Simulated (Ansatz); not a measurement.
# InAg3: properties at the relaxed cell

The task here is to estimate one member of a computed series from the others.

Computed with Ansatz 0.2.0 (DFT r2SCAN, scalar-relativistic, plane waves, PAW, unless a step's input says otherwise).

1 further run of the same task is left out (set aside as unsound or not needed).

## The starting structure

It takes space group Pm-3m (No. 221, cubic). The conventional cell has a = 4.186 Å, b = 4.186 Å, c = 4.186 Å, α = 90.00°, β = 90.00°, γ = 90.00°. In (site symmetry m-3m) has 12 Ag at 2.96 Å as nearest neighbours. Ag (site symmetry 4/mmm) is surrounded by 8 Ag at 2.96 Å and 4 In at 2.96 Å.

Coordinates:

```cif
data_structure
_symmetry_space_group_name_H-M 'Pm-3m'
_symmetry_Int_Tables_number 221
_cell_length_a 4.1861
_cell_length_b 4.1861
_cell_length_c 4.1861
_cell_angle_alpha 90.000
_cell_angle_beta 90.000
_cell_angle_gamma 90.000
_cell_volume 73.35
loop_
_atom_site_label
_atom_site_type_symbol
_atom_site_symmetry_multiplicity
_atom_site_Wyckoff_symbol
_atom_site_fract_x
_atom_site_fract_y
_atom_site_fract_z
_atom_site_occupancy
In1 In 1 a 0.00000 0.00000 0.00000 1
Ag1 Ag 3 c 0.00000 0.50000 0.50000 1
```

This cell was relaxed beforehand with the same method: volume 18.34 Å³/atom, gap on the mesh none (metal).

Set-up of the first run:

input.yaml

```yaml
crystal:
  lattice:
    - [4.1860799855, 0.0, 0.0]
    - [0.0, 4.1860799855, 0.0]
    - [0.0, 0.0, 4.1860799855]
  atoms:
    - { symbol: In, position: [0.0, 0.0, 0.0] }
    - { symbol: Ag, position: [0.0, 0.5, 0.5] }
    - { symbol: Ag, position: [0.5, 0.0, 0.5] }
    - { symbol: Ag, position: [0.5, 0.5, 0.0] }
basis:
  ecutwfc: 500
kpoints:
  mp_grid: { grid: [10, 10, 10] }
  band_path:
    path:
      - [[0.0, 0.0, 0.0], [0.0, 0.5, 0.0], [0.5, 0.5, 0.0], [0.0, 0.0, 0.0], [0.5, 0.5, 0.5], [0.0, 0.5, 0.0]]
      - [[0.5, 0.5, 0.5], [0.5, 0.5, 0.0]]
    npoints: 14
hamiltonian:
  xc: r2scan
scf:
  occupations: { method: gaussian, width: 0.1 }
  n_extra_bands: 10
output:
  forces: true
  stress: true
  eigenvalues: true
  populations: true
  dos: { projected: true, de: 0.02, nscf_kmesh: { grid: [15, 15, 15] } }
  bader: true
```

Command:

```
> ansatz run input.yaml --threads 1 --pin off --max-ram 2560MiB --backend cpu --events-out ev --progress --plain --runs-dir out
```

Steps of the session up to this table: Static run: bands, density of states and charges; Back to the database's cell; The cell scaled to 0.97 of its volume; Volume × 1.03; Point at V/V0 = 0.94; Point at V/V0 = 1.06; Point at V/V0 = 0.91; Volume × 1.10; The cell scaled to 0.88 of its volume.

One of the session's tables, all rows but one given; the rest of the session is left out.

It belongs to the step «Equation of state». 

```
volume (Å³/atom)  energy above the lowest point (meV/atom)  pressure (GPa)
          16.138                                     100.7           17.03
          16.688                                      52.3           11.39
          17.238                                      21.4            6.76
          17.788                                       4.9            3.01
          18.338                                       0.0            0.00
          18.889                                       4.4           -2.44
          19.439                                         ?               ?
          20.172                                      41.7           -6.56
```

Estimate the missing values for volume (Å³/atom) = 19.439.

Worked estimate for «energy above the lowest point (meV/atom)». A straight line through the neighbours (18.889, 4.4) and (20.172, 41.7) gives 4.4 + (41.7 − 4.4) × (19.439 − 18.889) / (20.172 − 18.889) = 20.4; a parabola fitted to 3 rows on both sides gives 15.8.

The run gave: energy above the lowest point (meV/atom): 16.3; pressure (GPa): -4.42. In «energy above the lowest point (meV/atom)» the line misses by +4.1 and the parabola by -0.5.

Limits of these values: The projections leave out shells that the potentials don't hold, such as empty d states.
